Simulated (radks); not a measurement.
**Rb³⁺ in [Ar] 3d10 4p6: an all-electron calculation**

The task here is to estimate one member of a computed series from the others.

Program: radks (a radial shooting solver on a logarithmic mesh, Libxc functionals) version 1. Level of theory: scalar-relativistic Kohn-Sham, exchange-only r2SCAN, spin-polarised, spherical densities, finite nucleus. These are calculated values, not measurements, unless marked.

## The system

| Quantity | Value |
| --- | --- |
| element | rubidium (Z = 37) |
| charge | +3 |
| electrons | 34 |
| configuration | [Ar] 3d10 4p6 |
| nuclear rms radius | 4.2036 fm |

The outer shells:

Rb³⁺
```
[Ar] core
3d [↑↓][↑↓][↑↓][↑↓][↑↓]
4p [↑↓][↑↓][↑↓]
```

Set-up of the first run:

Input:

```text
Z 37
configuration [Ar] 3d10 4p6
relativity scalar-relativistic
functional r2scan,
spin polarised
nucleus finite rms 4.2036 fm
c 137.035999084
```

Launch:

```console
python run_ks.py task.json out
```

The same process makes all the runs of this session.

One table of the session follows, with a row left open; its other results are not shown here.

It belongs to the step «Orbitals and density». Radial moments (bohr):

```
level      <r>  outermost maximum (interpolated)  90 % within  nodes
   1s  0.04030                            0.0263       0.0721      0
   2s   0.1776                             0.149        0.275      1
   2p   0.1551                             0.120        0.253      0
   3s   0.5088                             0.450        0.755      2
   3p   0.5171                             0.446        0.785      1
   3d        ?                                 ?            ?      ?
   4p    1.565                              1.37         2.31      2
```

Estimate the missing values for 3d.

The run gave: <r>: 0.5228; outermost maximum (interpolated): 0.395; 90 % within: 0.848; nodes: 0. In the column «<r>» it lies between 3p (0.5171) and 4p (1.565).
